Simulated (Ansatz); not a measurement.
# TiGa2S4: the cost of one run

Method: DFT PBE, scalar-relativistic, plane waves, PAW, unless a step names another level, in Ansatz 0.2.0.

1 further run of the same task is left out (it didn't finish).

## 1. The starting structure

It takes space group P3m1 (No. 156, trigonal). The conventional cell has a = 3.538 Å, b = 3.538 Å, c = 15.483 Å, α = 90.00°, β = 90.00°, γ = 120.00°. Ti (site symmetry 3m) has 6 S at 2.46 Å as nearest neighbours. Ga (site symmetry 3m) has 3 S at 2.33 Å and 1 Ga at 2.47 Å as nearest neighbours. S (site symmetry 3m) is surrounded by 3 Ga at 2.33 Å. S (site symmetry 3m) is surrounded by 3 Ti at 2.46 Å.

Structure file:

```cif
data_structure
_symmetry_space_group_name_H-M 'P3m1'
_symmetry_Int_Tables_number 156
_cell_length_a 3.5382
_cell_length_b 3.5382
_cell_length_c 15.4833
_cell_angle_alpha 90.000
_cell_angle_beta 90.000
_cell_angle_gamma 120.000
_cell_volume 167.86
loop_
_atom_site_label
_atom_site_type_symbol
_atom_site_symmetry_multiplicity
_atom_site_Wyckoff_symbol
_atom_site_fract_x
_atom_site_fract_y
_atom_site_fract_z
_atom_site_occupancy
Ti1 Ti 1 a 0.00000 0.00000 0.00028 1
Ga1 Ga 1 b 0.33333 0.66667 0.42010 1
Ga2 Ga 1 b 0.33333 0.66667 0.57947 1
S1 S 1 a 0.00000 0.00000 0.34741 1
S2 S 1 a 0.00000 0.00000 0.65217 1
S3 S 1 c 0.66667 0.33333 0.91201 1
S4 S 1 b 0.33333 0.66667 0.08855 1
```

It came out lowest among 20 distinct ends of the trial cells. At a tolerance of 0.02 Å it has space group P3m1 (No. 156).

## 2. Relaxing to 0.001 eV/Å, on the response runs' mesh and smearing

input.yaml reads:

```yaml
crystal:
  lattice:
    - [3.5381509348, 0.0, 0.0]
    - [-1.7690754674, 3.064128592, 0.0]
    - [0.0, 0.0, 15.4833293563]
  atoms:
    - { symbol: Ti, position: [0.0, 0.0, 1.0002830822] }
    - { symbol: Ga, position: [0.3333333333, 0.6666666667, 0.4201009817] }
    - { symbol: Ga, position: [0.3333333333, 0.6666666667, 0.5794740944] }
    - { symbol: S, position: [0.0, 0.0, 0.3474059397] }
    - { symbol: S, position: [0.0, 0.0, 0.6521689123] }
    - { symbol: S, position: [0.6666666667, 0.3333333333, 0.9120135008] }
    - { symbol: S, position: [0.3333333333, 0.6666666667, 0.0885534889] }
basis:
  ecutwfc: 420
kpoints:
  mp_grid: { grid: [12, 12, 4] }
hamiltonian:
  xc: pbe
scf:
  occupations: { method: fixed }
output:
  forces: true
  stress: true
  eigenvalues: true
  write_density: true
  write_potential: true
  elf: true
  volumetric_format: npy
relax:
  adjacent_minimum: "off"
  f_tol: 0.001
  max_steps: 60
  cell: { stress_tol: 0.01 }
```

Launch:

```bash
ansatz run input.yaml --threads 3 --pin off --max-ram 7680MiB --backend cpu --events-out ev --progress --plain --runs-dir out
```

**Question.** How long does this run take on 3 threads of AMD EPYC (Zen 3), shared host, and how much memory does it need?

About 4.6 min, with a peak of 0.71 GiB.
